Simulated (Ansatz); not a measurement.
**HfCl (sextet): the correlation ladder, def2-QZVPP**

An exercise on one series of results from a longer session: the logs are not shown, and one member is left open.

Computed with Ansatz 0.2.0, Gaussian basis. Level: def2-QZVPP, core rule «outside noble gas», up to 9 orbitals frozen.

The runs, in order: UHF; ROHF; CCSD(T) on UHF.

### What is computed

The geometry is a PBE0/def2-TZVP stationary point (not a proven minimum). No spin-orbit coupling is included. Elements past krypton take def2 core potentials.

2 atoms, charge 0, spin multiplicity 6.

Atoms are counted from 1 here; the program's logs count them from 0.

Bond lengths: Hf1–Cl2 3.106 Å.

Set-up of the first run:

Contents of in.yaml:

```yaml
crystal:
  periodic: [false, false, false]
  atoms:
    - {symbol: Hf, position_ang: [0.000000, 0.000000, 0.000000]}
    - {symbol: Cl, position_ang: [0.000000, 0.000000, 3.105600]}
basis:
  gaussian: {orbitals: "def2-QZVPP.json"}
magnetization: {spin_polarized: true, initial_magnetization: 5}
hamiltonian: {xc: hf}
output: {orbitals: {seedname: orbitals}}
```

Command:

```bash
$ ansatz run in.yaml --threads 1 --pin off --events-out ev --progress --plain --max-ram 4096MiB --backend cpu
```

Steps of the session up to this table: UHF; ROHF; CCSD(T) on UHF.

One of the session's tables, all rows but one given; the rest of the session is left out.

It belongs to the step «Misses and costs». 

```
  method  from UCCSD(T) (meV)
    ROHF                    ?
     UHF              +6834.9
    UMP2              +1091.3
   UCCSD               +256.8
UCCSD(T)                    0
```

Q: Estimate the row for ROHF from the others.

**Answer.** from UCCSD(T) (meV): +7133.9. In the column «from UCCSD(T) (meV)» it is the highest.

Caveats from the session: Warnings: coupled cluster took another determinant than the lowest.
